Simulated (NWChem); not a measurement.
# B3LYP/def2-TZVPP (core potential) run of SrO (SMILES [O][Sr]), part 2 of 2

NWChem 7.3.0. The steps go on from the part before.

## 3. The doublet cation: a single-point energy at UB3LYP/def2-TZVPP (core potential)

File m1.nw:

```
start m1
title "SrO"
memory stack 880 mb heap 220 mb global 1100 mb
charge 1

geometry units angstrom noautosym nocenter noautoz
   O        0.000000       0.000000       0.045510
   Sr       0.000000       0.000000       1.957660
end

basis spherical bse
   O library def2-TZVPP
   Sr library def2-TZVPP
end

ecp bse
   Sr library def2-TZVPP
end

dft
   xc b3lyp
   mult 2
   grid xfine
   convergence energy 1e-08
   iterations 100
   mulliken
   print low
end

task dft energy
```

Launch:

```
$ nwchem m1.nw > m1.out
```

Log:

```text
Northwest Computational Chemistry Package (NWChem) 7.3.0
             --------------------------------------------------------

           Job information
           ---------------

    nwchem branch   = 7.3.0
    use scalapack   = T
    input           = m1.nw
    prefix          = m1.
    data base       = ./m1.db
    status          = startup
    nproc           =        1

           Memory information
           ------------------

    heap     =     28835836 doubles =      220.0 Mbytes
    stack    =    115343361 doubles =      880.0 Mbytes
    global   =    144179200 doubles =     1100.0 Mbytes (distinct from heap & stack)
    total    =    288358397 doubles =     2200.0 Mbytes
    verify   = yes
    hardfail = no

           Directory information
           ---------------------

  0 permanent = .
  0 scratch   = .

                                NWChem Input Module
                                -------------------

                                        SrO
                                        ---

 Scaling coordinates for geometry "geometry" by  1.889725989
 (inverse scale =  0.529177249)

                             Geometry "geometry" -> ""
                             -------------------------

 Output coordinates in angstroms (scale by  1.889725989 to convert to a.u.)

  No.       Tag          Charge          X              Y              Z
 ---- ---------------- ---------- -------------- -------------- --------------
    1 O                    8.0000     0.00000000     0.00000000     0.04551000
    2 Sr                  38.0000     0.00000000     0.00000000     1.95766000

      Atomic Mass
      -----------

      O                 15.994910
      Sr                87.905600

 Effective nuclear repulsion energy (a.u.)      84.1303682744

            Nuclear Dipole moment (a.u.)
            ----------------------------
        X                 Y               Z
 ---------------- ---------------- ----------------
     0.0000000000     0.0000000000   141.2667686325

            XYZ format geometry
            -------------------
     2
 geometry
 O                     0.00000000     0.00000000     0.04551000
 Sr                    0.00000000     0.00000000     1.95766000

 ==============================================================================
                                internuclear distances
 ------------------------------------------------------------------------------
       center one      |      center two      | atomic units |  angstroms
 ------------------------------------------------------------------------------
    2 Sr               |   1 O                |     3.61344  |     1.91215
 ------------------------------------------------------------------------------
                         number of included internuclear distances:          1
 ==============================================================================

                      Basis "ao basis" -> "" (spherical)
                      -----
  [basis functions not shown]

 Summary of "ao basis" -> "" (spherical)
 ------------------------------------------------------------------------------
       Tag                 Description            Shells   Functions and Types
 ---------------- ------------------------------  ------  ---------------------
 O                         def2-TZVPP               11       31   5s3p2d1f
 Sr                        def2-TZVPP               14       40   6s4p3d1f

                 ECP       "ecp basis" -> "" (cartesian)
                -----
  [basis functions not shown]

                                 NWChem DFT Module
                                 -----------------

                                        SrO

  Caching 1-el integrals
   Time after variat. SCF:      0.2

     ---------------------------------------------
      Total Density - Mulliken Population Analysis
     ---------------------------------------------

    Atom       Charge   Shell Charges
 -----------   ------   -------------------------------------------------------
    1 O    8     9.00   0.80  1.17  0.72  1.01  0.27  2.27  2.12  0.62  0.00  0.01  0.00
    2 Sr  10     8.00   0.02 -0.31  1.53  0.75  0.01  0.00  4.98  0.89  0.02  0.00  0.07  0.02 -0.00  0.00

     --------------------------------------------
      Spin Density - Mulliken Population Analysis
     --------------------------------------------

    Atom       Charge   Shell Charges
 -----------   ------   -------------------------------------------------------
    1 O    8     0.85   0.00 -0.00  0.00 -0.00 -0.00  0.42  0.36  0.08  0.00 -0.00 -0.00
    2 Sr  10     0.15   0.00 -0.00  0.01 -0.00  0.00  0.00  0.10  0.01  0.00 -0.00  0.03 -0.00 -0.00  0.00
   Time prior to 1st pass:      0.2

           Memory utilization after 1st SCF pass:
           Heap Space remaining (MW):        0.00                 194
          Stack Space remaining (MW):      115.34           115342652

   convergence    iter        energy       DeltaE   RMS-Dens  Diis-err    time
 ---------------- ----- ----------------- --------- --------- ---------  ------
 d= 0,ls=0.0,diis     1   -105.3912389681 -1.28D+02  2.85D-02  7.20D-01     1.4
                                                     2.63D-02  7.31D-01
 d= 0,ls=0.5,diis     2   -100.5436915442  4.85D+00  9.15D-03  7.41D+00     2.8
                                                     6.04D-03  4.75D+00
 d= 0,ls=0.5,diis     3   -103.2171659622 -2.67D+00  4.13D-03  3.77D+00     4.4
                                                     3.28D-03  2.50D+00
 d= 0,ls=0.5,diis     4   -104.0830883085 -8.66D-01  3.89D-03  1.91D+00     5.4
                                                     5.68D-03  1.43D+00
 d= 0,ls=0.5,diis     5   -104.7454911211 -6.62D-01  2.32D-03  5.58D-01     6.3
                                                     7.03D-03  6.33D-01
 d= 0,ls=0.5,diis     6   -105.0755093168 -3.30D-01  1.19D-03  1.57D-01     7.3
                                                     6.45D-03  3.43D-01
 d= 0,ls=0.5,diis     7   -105.2306544903 -1.55D-01  8.63D-04  9.83D-02     8.3
                                                     4.55D-03  2.25D-01
 d= 0,ls=0.5,diis     8   -105.3088679350 -7.82D-02  8.31D-04  8.40D-02     9.3
                                                     3.33D-03  1.39D-01
 d= 0,ls=0.5,diis     9   -105.3714123853 -6.25D-02  1.21D-03  2.89D-02    10.5
                                                     2.12D-03  4.33D-02
  Resetting Diis
 d= 0,ls=0.5,diis    10   -105.4018887571 -3.05D-02  8.95D-04  6.43D-03    11.7
                                                     1.22D-03  1.00D-02
 d= 0,ls=0.5,diis    11   -105.4155530139 -1.37D-02  8.75D-04  4.03D-03    12.7
                                                     8.52D-04  4.92D-03
 d= 0,ls=0.5,diis    12   -105.4256050360 -1.01D-02  7.04D-04  3.39D-03    13.7
                                                     6.22D-04  3.66D-03
 d= 0,ls=0.5,diis    13   -105.4338855934 -8.28D-03  7.73D-04  3.08D-03    14.8
                                                     6.16D-04  3.08D-03
 d= 0,ls=0.5,diis    14   -105.4425251973 -8.64D-03  1.11D-03  2.74D-03    15.8
                                                     6.62D-04  2.46D-03
 d= 0,ls=0.5,diis    15   -105.4523570772 -9.83D-03  1.67D-03  2.96D-03    16.9
                                                     4.57D-04  1.73D-03
 d= 0,ls=0.5,diis    16   -105.4634673013 -1.11D-02  2.77D-03  5.79D-03    18.0
                                                     3.51D-04  1.47D-03
 d= 0,ls=0.5,diis    17   -105.4840254505 -2.06D-02  4.38D-03  1.39D-02    19.4
                                                     2.79D-04  3.60D-03
 d= 0,ls=0.5,diis    18   -105.5191220593 -3.51D-02  4.91D-03  3.11D-02    20.8
                                                     4.38D-04  1.97D-02
 d= 0,ls=0.5,diis    19   -105.5552690149 -3.61D-02  4.65D-03  5.37D-02    21.9
                                                     2.74D-04  5.09D-02
 d= 0,ls=0.5,diis    20   -105.5779248244 -2.27D-02  3.60D-03  9.07D-02    23.0
                                                     1.78D-04  9.73D-02
 d= 0,ls=0.5,diis    21   -105.5870445288 -9.12D-03  2.54D-03  1.31D-01    24.0
                                                     1.20D-04  1.41D-01
 d= 0,ls=0.5,diis    22   -105.5892507471 -2.21D-03  1.77D-03  1.63D-01    25.4
                                                     1.11D-04  1.74D-01
 d= 0,ls=0.5,diis    23   -105.5900853512 -8.35D-04  1.24D-03  1.81D-01    27.0
                                                     8.50D-05  1.92D-01
 d= 0,ls=0.5,diis    24   -105.5903894817 -3.04D-04  8.86D-04  1.92D-01    28.4
                                                     1.02D-04  2.03D-01
 d= 0,ls=0.5,diis    25   -105.5950093953 -4.62D-03  6.53D-04  1.88D-01    29.4
                                                     3.29D-04  1.97D-01
 d= 0,ls=0.5,diis    26   -105.6094535095 -1.44D-02  4.48D-04  1.61D-01    30.6
                                                     1.79D-04  1.68D-01
 d= 0,ls=0.5,diis    27   -105.6161531405 -6.70D-03  5.44D-04  1.50D-01    32.3
                                                     6.38D-04  1.56D-01
 d= 0,ls=0.5,diis    28   -105.6414042459 -2.53D-02  5.93D-04  1.00D-01    33.6
                                                     7.52D-04  1.03D-01
 d= 0,ls=0.5,diis    29   -105.6658218084 -2.44D-02  7.54D-04  5.11D-02    34.7
                                                     9.59D-04  5.24D-02
 d= 0,ls=0.5,diis    30   -105.6858981582 -2.01D-02  5.16D-04  1.34D-02    36.1
                                                     6.47D-04  1.38D-02
 d= 0,ls=0.5,diis    31   -105.6926959600 -6.80D-03  2.65D-04  2.16D-03    37.3
                                                     3.31D-04  2.46D-03
 d= 0,ls=0.5,diis    32   -105.6941318124 -1.44D-03  1.57D-04  4.42D-04    38.4
                                                     1.91D-04  5.82D-04
 d= 0,ls=0.5,diis    33   -105.6945107361 -3.79D-04  9.58D-05  1.61D-04    39.5
                                                     1.15D-04  2.10D-04
 d= 0,ls=0.5,diis    34   -105.6946500059 -1.39D-04  5.93D-05  6.43D-05    40.9
                                                     6.79D-05  7.66D-05
 d= 0,ls=0.5,diis    35   -105.6947015600 -5.16D-05  3.74D-05  2.81D-05    42.4
                                                     4.14D-05  2.95D-05
 d= 0,ls=0.5,diis    36   -105.6947226771 -2.11D-05  2.56D-05  1.04D-05    44.0
                                                     2.52D-05  1.00D-05
 d= 0,ls=0.5,diis    37   -105.6947309142 -8.24D-06  1.70D-05  3.62D-06    45.4
                                                     1.51D-05  3.32D-06
 d= 0,ls=0.5,diis    38   -105.6947339925 -3.08D-06  1.15D-05  1.37D-06    46.6
                                                     8.99D-06  1.21D-06
 d= 0,ls=0.5,diis    39   -105.6947352051 -1.21D-06  7.84D-06  5.49D-07    47.8
                                                     5.45D-06  4.75D-07
 d= 0,ls=0.5,diis    40   -105.6947357071 -5.02D-07  5.38D-06  2.24D-07    49.3
                                                     3.40D-06  1.89D-07
 d= 0,ls=0.5,diis    41   -105.6947359226 -2.16D-07  3.64D-06  8.81D-08    50.6
                                                     2.15D-06  7.17D-08
 d= 0,ls=0.5,diis    42   -105.6947360136 -9.09D-08  2.45D-06  3.61D-08    52.0
                                                     1.42D-06  2.79D-08
 d= 0,ls=0.5,diis    43   -105.6947360532 -3.96D-08  1.65D-06  1.51D-08    53.1
                                                     9.96D-07  1.12D-08
 d= 0,ls=0.5,diis    44   -105.6947360712 -1.80D-08  1.11D-06  6.52D-09    54.4
                                                     7.49D-07  4.75D-09
 d= 0,ls=0.5,diis    45   -105.6947360799 -8.75D-09  7.47D-07  2.81D-09    55.7
                                                     5.75D-07  2.21D-09

         Total DFT energy =     -105.694736084512
      One electron energy =     -194.911951907202
           Coulomb energy =       79.918234220027
    Exchange-Corr. energy =      -12.840588995866
 Nuclear repulsion energy =       22.139570598528

 Numeric. integr. density =       17.000000000152

     Total iterative time =     56.7s

     ---------------------------------------------
      Total Density - Mulliken Population Analysis
     ---------------------------------------------

    Atom       Charge   Shell Charges
 -----------   ------   -------------------------------------------------------
    1 O    8     8.50   0.79  1.18  0.63  0.96  0.43  1.81  1.79  0.90  0.00  0.01  0.00
    2 Sr  10     8.50   0.02 -0.31  1.51  0.77  0.02 -0.00  4.85  1.09  0.07  0.00  0.31  0.15  0.01  0.01

     --------------------------------------------
      Spin Density - Mulliken Population Analysis
     --------------------------------------------

    Atom       Charge   Shell Charges
 -----------   ------   -------------------------------------------------------
    1 O    8     0.98  -0.00 -0.00  0.01  0.01 -0.02  0.41  0.40  0.17  0.00  0.00  0.00
    2 Sr  10     0.02  -0.00  0.00 -0.00 -0.00 -0.00  0.00  0.01 -0.00 -0.00 -0.00  0.01  0.01 -0.00  0.00

     -------------------------------------------
      Total Density - Lowdin Population Analysis
     -------------------------------------------

    Atom       Charge   Shell Charges
 -----------   ------   -------------------------------------------------------
    1 O    8     8.31   0.88  1.09  0.62  0.77  0.42  1.72  1.84  0.94  0.00  0.03  0.00
    2 Sr  10     8.69   0.00  0.00  0.94  0.89  0.14  0.03  4.15  1.60  0.26  0.04  0.30  0.29  0.04  0.01

     ------------------------------------------
      Spin Density - Lowdin Population Analysis
     ------------------------------------------

    Atom       Charge   Shell Charges
 -----------   ------   -------------------------------------------------------
    1 O    8     0.96   0.00  0.00  0.01  0.00 -0.01  0.39  0.39  0.16  0.00  0.00  0.00
    2 Sr  10     0.04  -0.00 -0.00 -0.00 -0.00 -0.00 -0.00  0.01 -0.00  0.00 -0.00  0.00  0.03  0.00  0.00

     --------------------------
     Expectation value of S2:
     --------------------------
      <S2> =      0.7531 (Exact =     0.7500)

 Task  times  cpu:       56.9s     wall:       56.9s
 Total times  cpu:       56.9s     wall:       56.9s
```

It took 58 s on 1 thread of Intel Xeon 6975P-C (Granite Rapids), shared host; peak memory 0.12 GiB.

## 4. What came out

This closing draws on all 2 parts.

At B3LYP/def2-TZVPP (core potential):

| quantity | value |
| --- | --- |
| singlet SrO: total energy | -105.95137 Eh |
| singlet SrO: dipole moment | 8.54 D |
| singlet SrO: HOMO energy | -4.45 eV |
| singlet SrO: LUMO energy | -2.02 eV |
| singlet SrO: HOMO–LUMO gap | 2.44 eV |
| singlet SrO: largest force on an atom | 0.282 eV/Å |
| doublet cation: total energy | -105.69474 Eh |
| doublet cation: ⟨S²⟩ | 0.753 |
| vertical ionisation energy (to the doublet cation) | 6.983 eV |

In words: Removing an electron at fixed nuclei costs 6.98 eV (161 kcal/mol). The largest force (singlet SrO) is 0.28 eV/Å: the shape isn't a stationary point for this species at this level. The negative HOMO energy of the first species, 4.45 eV, lies 2.53 eV below that difference.
